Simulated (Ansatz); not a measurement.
# GeH3P: the cost of one run

Computed with Ansatz 0.2.0, Gaussian basis. Level: cc-pVTZ, core rule «outside noble gas», up to 19 orbitals frozen.

To be run: UHF; CCSD(T) on RHF; CCSD(T) on UHF; BCCD(T) on RHF; CCSDT(Q) on RHF; CCSDT(Q) on UHF; CASSCF and NEVPT2, 12 electrons in 11 orbitals.

9 further runs of the same task are left out: 2 for a known fault of the program, 1 that didn't finish, 6 set aside as unsound or not needed. Runs told in other sessions of the task aren't counted.

## Step 1: The system

The geometry is a PBE0/def2-TZVP stationary point (not a proven minimum) of the parent state, kept for this charge and spin. No spin-orbit coupling is included. The filled d shell of Ge may be among the frozen orbitals whatever the setting's name suggests.

5 atoms, charge 0, spin multiplicity 1.

Atoms are counted from 1 here; the program's logs count them from 0.

Bond lengths: Ge1–P2 2.312 Å, Ge1–H3 1.539 Å, Ge1–H4 1.539 Å, Ge1–H5 1.539 Å. Angles: P2–Ge1–H3 110.1°, P2–Ge1–H4 110.1°, P2–Ge1–H5 110.1°, H3–Ge1–H4 108.8°, H3–Ge1–H5 108.8°, H4–Ge1–H5 108.8°.

## Step 2: UHF

Input file in.yaml:

```yaml
crystal:
  periodic: [false, false, false]
  atoms:
    - {symbol: Ge, position_ang: [-0.656484, -0.004808, 0.000881]}
    - {symbol: P, position_ang: [1.655316, 0.012124, -0.002222]}
    - {symbol: H, position_ang: [-1.195968, 1.436850, 0.003923]}
    - {symbol: H, position_ang: [-1.178396, -0.733455, 1.252326]}
    - {symbol: H, position_ang: [-1.181787, -0.729442, -1.251475]}
basis:
  gaussian: {orbitals: cc-pVTZ}
magnetization: {spin_polarized: true, initial_magnetization: 0}
hamiltonian: {xc: hf}
output: {orbitals: {seedname: orbitals}}
```

On the command line:

```sh
> ansatz run in.yaml --threads 1 --pin off --events-out ev --progress --plain --max-ram 4096MiB --backend cpu
```

Q: Estimate wall time and peak memory on 1 thread of AMD EPYC 7R13, shared host.

About 21 s, with a peak of 0.42 GiB.
